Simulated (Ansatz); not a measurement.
# C2H7ClSSi: up Jacob's ladder to CCSD(T)

The task here is to estimate one member of a computed series from the others.

Computed with Ansatz 0.2.0, Gaussian basis. Level: functionals in def2-TZVPP, the program's frozen cores in correlated methods.

Levels to be run: LDA (SPW92), PBE-D4, revPBE-D4, BLYP-D4, r2SCAN-D4, B97M-V, PBE0-D4, B3LYP-D4, r2SCANh-D4, r2SCAN0-D4, HSE06-D4, BHLYP-D4, CAM-B3LYP-D4, LC-ωPBE, ωB97X-V, ωB97M-V, B2PLYP, PBE-QIDH; CCSD(T)/def2-SVP; CCSD(T)/def2-TZVPP; MP2/def2-QZVPP; extrapolation to the limit; RPA on PBE.

### The geometry

The geometry comes from an earlier relaxation with PBE0-D4 in a triple-zeta def2 set; it is a stationary point, not always the lowest conformer.

SMILES `C[Si](C)(S)Cl`, 12 atoms, charge 0, spin multiplicity 1.

Atoms are counted from 1 here; the program's logs count them from 0.

Bond lengths: C1–Si2 1.856 Å, C1–H6 1.092 Å, C1–H7 1.092 Å, C1–H8 1.093 Å, Si2–C3 1.857 Å, Si2–S4 2.135 Å, Si2–Cl5 2.071 Å, C3–H9 1.092 Å, C3–H10 1.093 Å, C3–H11 1.093 Å, S4–H12 1.344 Å. Angles: Si2–C1–H6 110.8°, Si2–C1–H7 110.1°, Si2–C1–H8 110.5°, H6–C1–H7 108.2°, H6–C1–H8 108.6°, H7–C1–H8 108.6°, C1–Si2–C3 113.8°, C1–Si2–S4 106.1°, C1–Si2–Cl5 108.4°, C3–Si2–S4 111.5°, C3–Si2–Cl5 106.8°, S4–Si2–Cl5 110.1°, Si2–C3–H9 110.9°, Si2–C3–H10 110.3°, Si2–C3–H11 110.2°, H9–C3–H10 108.1°, H9–C3–H11 108.4°, H10–C3–H11 108.9° and more.

The first run:

The input, in.yaml:

```yaml
crystal:
  periodic: [false, false, false]
  atoms:
    - {symbol: C, position_ang: [-1.394777, 1.031054, 0.108686]}
    - {symbol: Si, position_ang: [0.106753, 0.084265, -0.432317]}
    - {symbol: C, position_ang: [1.126310, -0.571925, 0.974758]}
    - {symbol: S, position_ang: [-0.604510, -1.490613, -1.686448]}
    - {symbol: Cl, position_ang: [1.330227, 1.358398, -1.513135]}
    - {symbol: H, position_ang: [-1.947560, 1.407470, -0.754111]}
    - {symbol: H, position_ang: [-1.099139, 1.884114, 0.723721]}
    - {symbol: H, position_ang: [-2.058929, 0.392331, 0.696262]}
    - {symbol: H, position_ang: [1.996942, -1.116694, 0.604052]}
    - {symbol: H, position_ang: [1.481855, 0.250499, 1.600479]}
    - {symbol: H, position_ang: [0.529776, -1.251033, 1.588368]}
    - {symbol: H, position_ang: [0.610050, -2.032964, -1.876413]}
basis:
  gaussian: {orbitals: def2-TZVPP}
hamiltonian: {xc: lda}
output: {orbitals: {seedname: orbitals}}
```

Command:

```sh
ansatz run in.yaml --threads 4 --pin off --events-out ev --progress --plain --max-ram 10444MiB
```

Among the steps run: LDA; PBE-D4 (GGA); revPBE-D4 (GGA); BLYP-D4 (GGA); r2SCAN-D4 (meta-GGA); B97M-V (meta-GGA); PBE0-D4 (hybrid); B3LYP-D4 (hybrid); r2SCANh-D4 (hybrid); r2SCAN0-D4 (hybrid); HSE06-D4 (hybrid); BHLYP-D4 (hybrid); CAM-B3LYP-D4 (range-separated); LC-ωPBE (range-separated); ωB97X-V (range-separated); ωB97M-V (range-separated); B2PLYP (double hybrid); PBE-QIDH (double hybrid).

One of the session's tables, all rows but one given; the rest of the session is left out.

It belongs to the step «Frontier levels by functional». 

| functional | HOMO (eV) | LUMO (eV) | gap (eV) |
| --- | --- | --- | --- |
| LDA (SPW92) | -6.39 | -0.78 | 5.60 |
| PBE-D4 | -6.27 | -0.61 | 5.66 |
| revPBE-D4 | -6.22 | -0.53 | 5.69 |
| BLYP-D4 | -6.09 | -0.54 | 5.56 |
| r2SCAN-D4 | -6.56 | -0.26 | 6.30 |
| B97M-V | -6.65 | -0.42 | 6.22 |
| PBE0-D4 | -7.51 | 0.30 | 7.82 |
| B3LYP-D4 | -7.26 | 0.02 | 7.27 |
| r2SCANh-D4 | -7.02 | 0.07 | 7.09 |
| r2SCAN0-D4 | ? | ? | ? |
| HSE06-D4 | -7.11 | -0.07 | 7.04 |
| BHLYP-D4 | -8.61 | 1.10 | 9.71 |
| CAM-B3LYP-D4 | -8.84 | 1.25 | 10.09 |
| LC-ωPBE | -10.27 | 2.53 | 12.79 |
| ωB97X-V | -9.90 | 2.32 | 12.21 |
| ωB97M-V | -9.72 | 1.99 | 11.71 |

Estimate the missing values for r2SCAN0-D4.

Worked estimate for «HOMO (eV)». Against the share of exact exchange, r2SCAN-D4 (0, -6.56), r2SCANh-D4 (0.1, -7.02) give a slope of -4.60 per unit share; at 0.25 the line stands at -7.71.

As computed: HOMO (eV): -7.70; LUMO (eV): 0.55; gap (eV): 8.25. In «HOMO (eV)» the line misses by -0.01.
